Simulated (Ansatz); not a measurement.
Below is the output of a Python script on Ansatz 0.2.0, Python API that makes a geometry optimisation of C3H6BF (charge +1), SMILES B[C+](C)[CH]F. Write a script that gives it. Level of theory: PBE0, cc-pVDZ basis, multiplicity 2, D3BJ dispersion.

```json
{"atom": "B", "x (Å)": "1.6693", "y (Å)": "-0.2495", "z (Å)": "0.1035"}
{"atom": "C", "x (Å)": "0.1236", "y (Å)": "-0.1411", "z (Å)": "-0.1221"}
{"atom": "C", "x (Å)": "-0.6497", "y (Å)": "0.9811", "z (Å)": "0.5040"}
{"atom": "C", "x (Å)": "-0.5650", "y (Å)": "-1.1862", "z (Å)": "-0.9401"}
{"atom": "F", "x (Å)": "-1.4302", "y (Å)": "-1.9135", "z (Å)": "-0.1441"}
{"atom": "H", "x (Å)": "2.2329", "y (Å)": "0.5582", "z (Å)": "0.7564"}
{"atom": "H", "x (Å)": "2.2807", "y (Å)": "-1.1388", "z (Å)": "-0.3777"}
{"atom": "H", "x (Å)": "-0.2677", "y (Å)": "1.9540", "z (Å)": "0.1297"}
{"atom": "H", "x (Å)": "-1.7288", "y (Å)": "0.9033", "z (Å)": "0.2535"}
{"atom": "H", "x (Å)": "-0.5378", "y (Å)": "0.9441", "z (Å)": "1.6081"}
{"atom": "H", "x (Å)": "-1.1274", "y (Å)": "-0.7117", "z (Å)": "-1.7712"}
```

```console
$ python c3h6bf_opt.py
step   1  E = -6581.877217 eV  largest force component 4.1538 eV/A
step   2  E = -6582.909944 eV  largest force component 2.6983 eV/A
step   3  E = -6583.142910 eV  largest force component 5.3762 eV/A
step   4  E = -6583.569178 eV  largest force component 1.3543 eV/A
step   5  E = -6583.761608 eV  largest force component 1.0914 eV/A
step   6  E = -6583.952789 eV  largest force component 0.7521 eV/A
step   7  E = -6584.109252 eV  largest force component 0.6005 eV/A
step   8  E = -6584.231249 eV  largest force component 0.4117 eV/A
step   9  E = -6584.329198 eV  largest force component 0.4486 eV/A
step  10  E = -6584.365172 eV  largest force component 0.6402 eV/A
step  11  E = -6584.456922 eV  largest force component 0.4623 eV/A
step  12  E = -6584.516609 eV  largest force component 0.2043 eV/A
step  13  E = -6584.553797 eV  largest force component 0.3080 eV/A
step  14  E = -6584.577737 eV  largest force component 0.1355 eV/A
step  15  E = -6584.582413 eV  largest force component 0.2943 eV/A
step  16  E = -6584.574306 eV  largest force component 0.4323 eV/A
step  17  E = -6584.590047 eV  largest force component 0.0795 eV/A
step  18  E = -6584.592005 eV  largest force component 0.0412 eV/A
step  19  E = -6584.593392 eV  largest force component 0.0765 eV/A
step  20  E = -6584.594034 eV  largest force component 0.1505 eV/A
step  21  E = -6584.594838 eV  largest force component 0.0582 eV/A
step  22  E = -6584.595519 eV  largest force component 0.0167 eV/A
step  23  E = -6584.595905 eV  largest force component 0.0407 eV/A
step  24  E = -6584.595853 eV  largest force component 0.0889 eV/A
step  25  E = -6584.596318 eV  largest force component 0.0316 eV/A
step  26  E = -6584.596497 eV  largest force component 0.0426 eV/A
step  27  E = -6584.596597 eV  largest force component 0.0368 eV/A
step  28  E = -6584.596694 eV  largest force component 0.0403 eV/A
step  29  E = -6584.596622 eV  largest force component 0.0501 eV/A
step  30  E = -6584.596835 eV  largest force component 0.0139 eV/A
step  31  E = -6584.596850 eV  largest force component 0.0210 eV/A
step  32  E = -6584.596896 eV  largest force component 0.0117 eV/A
step  33  E = -6584.596916 eV  largest force component 0.0140 eV/A
step  34  E = -6584.596926 eV  largest force component 0.0159 eV/A
step  35  E = -6584.596944 eV  largest force component 0.0091 eV/A
step  36  E = -6584.596926 eV  largest force component 0.0266 eV/A
step  37  E = -6584.596958 eV  largest force component 0.0050 eV/A
step  38  E = -6584.596964 eV  largest force component 0.0042 eV/A
step  39  E = -6584.596967 eV  largest force component 0.0041 eV/A
step  40  E = -6584.596969 eV  largest force component 0.0024 eV/A
E = -6584.596994 eV = -241.9794763 Ha
converged: True  doubts: none
pair        before    after (A)
B0-C1        1.5658   1.5364
B0-H5        1.1817   1.2064
B0-H6        1.1816   1.2064
C1-C2        1.4998   1.4800
C1-C3        1.4952   1.4072
C2-H7        1.1102   1.0973
C2-H8        1.1105   1.1068
C2-H9        1.1104   1.1068
C3-F4        1.3824   1.2872
C3-H10       1.1100   1.0956
final angle C1-B0-H5: 119.34 deg
final angle C1-B0-H6: 119.31 deg
final angle B0-C1-C2: 116.24 deg
final angle B0-C1-C3: 124.11 deg
final angle H5-B0-H6: 121.20 deg
final angle C2-C1-C3: 119.66 deg
final angle C1-C2-H7: 113.22 deg
final angle C1-C2-H8: 109.56 deg
final angle C1-C2-H9: 109.57 deg
final angle C1-C3-F4: 119.36 deg
final angle C1-C3-H10: 125.95 deg
final angle H7-C2-H8: 109.37 deg
final angle H7-C2-H9: 109.36 deg
final angle H8-C2-H9: 105.46 deg
final angle F4-C3-H10: 114.69 deg
dipole (D): 2.024 0.051 -0.236, length 2.038
atom  Mulliken   Lowdin
B        0.100    0.025
C       -0.104    0.069
C       -0.070    0.091
C        0.318    0.031
F       -0.014    0.387
H        0.107    0.060
H        0.107    0.060
H        0.117    0.063
H        0.152    0.081
H        0.152    0.081
H        0.134    0.052
```

One script that gives this output:

The script, `c3h6bf_opt.py`:
```python
# -*- coding: utf-8 -*-
'''Minimum-energy structure of C3H6BF(+).'''

import itertools
import warnings

import ansatz as az
from ase.data import atomic_numbers, covalent_radii
import numpy as np

warnings.simplefilter('ignore', az.DeckWarning)

geometry_ang = [
    ('B', (1.6693, -0.2495, 0.1035)),
    ('C', (0.1236, -0.1411, -0.1221)),
    ('C', (-0.6497, 0.9811, 0.504)),
    ('C', (-0.565, -1.1862, -0.9401)),
    ('F', (-1.4302, -1.9135, -0.1441)),
    ('H', (2.2329, 0.5582, 0.7564)),
    ('H', (2.2807, -1.1388, -0.3777)),
    ('H', (-0.2677, 1.954, 0.1297)),
    ('H', (-1.7288, 0.9033, 0.2535)),
    ('H', (-0.5378, 0.9441, 1.6081)),
    ('H', (-1.1274, -0.7117, -1.7712)),
]
molecule = az.Crystal.molecule()
for symbol, xyz in geometry_ang:
    molecule = molecule.atom(symbol, xyz)

setup = (
    molecule.calculation()
    .basis(gaussian='cc-pVDZ')
    .functional('pbe0', dispersion='d3bj')
    .charge(1)
    .spin('collinear', total=1)
)
symbols = [site.symbol for site in molecule.cartesian_sites]
start = np.array([site.position_ang for site in molecule.cartesian_sites], dtype=float)
def progress(event):
    if event['event'] == 'relax_step':
        row = event['data']
        print(f'step {row["step"]:3d}  E = {row["lagrangian_ev"]:.6f} eV  largest force component {row["allowed_force_max_ev_ang"]:.4f} eV/A')


summary = setup.relax(force_tolerance=0.005).session().plan().execute(on_event=progress).report
end = np.array(summary['positions_ang'])

print(f'E = {summary["free_energy_ev"]:.6f} eV = {summary["free_energy_ev"] / 27.211386246:.7f} Ha')
print('converged:', summary['converged'], ' doubts:', summary['published_state_doubts'] or 'none')

# pairs closer than 1.2 times the sum of covalent radii, before or after
radius = [covalent_radii[atomic_numbers[s]] for s in symbols]
span = lambda where, i, j: np.linalg.norm(where[i] - where[j])
bonded = [(i, j) for i, j in itertools.combinations(range(len(symbols)), 2) if min(span(start, i, j), span(end, i, j)) < 1.2 * (radius[i] + radius[j])]
print('pair        before    after (A)')
for i, j in bonded:
    print(f'{symbols[i]}{i}-{symbols[j]}{j}'.ljust(10), f'{span(start, i, j):8.4f} {span(end, i, j):8.4f}')
for first, second in list(itertools.combinations(bonded, 2)):
    shared = set(first) & set(second)
    if shared and symbols[(j := shared.pop())] != 'H':
        i, k = sorted((set(first) | set(second)) - {j})
        u, v = end[i] - end[j], end[k] - end[j]
        angle = np.degrees(np.arccos(np.clip(u @ v / np.linalg.norm(u) / np.linalg.norm(v), -1, 1)))
        print(f'final angle {symbols[i]}{i}-{symbols[j]}{j}-{symbols[k]}{k}: {angle:.2f} deg')

charges = summary['charge_distribution']
dipole = np.array(charges['dipole_moment_e_ang']) * 4.803205
print('dipole (D): {:.3f} {:.3f} {:.3f}, length {:.3f}'.format(*dipole, np.linalg.norm(dipole)))
print('atom  Mulliken   Lowdin')
for symbol, m, l in zip(symbols, charges['mulliken_charges_e'], charges['lowdin_charges_e']):
    print(f'{symbol:4s} {m:9.3f} {l:8.3f}')
```

Notes:
- Total energies depend on the basis set; only differences at equal settings carry meaning.
- The end point is the stationary point reached from this start; no frequency run checks that it is a minimum, and the basis set is modest.
- The species is open-shell (spin multiplicity 2).
- The Löwdin charges here are taken after orthogonalising the functions within each atom; they differ from plain Löwdin charges, and their signs can be unphysical.
- An ion's dipole depends on the origin; the program takes it about the centre of nuclear charge.
- Run time: 4.1 min on 1 thread of Intel(R) Xeon(R) Platinum 8375C CPU @ 2.90GHz (Ice Lake), on a shared host, peak memory 0.35 GiB.

(A comment or docstring line of the script was reworded after the run, the code is as it ran; lines on the test bed's own set-up are left out of the output.)
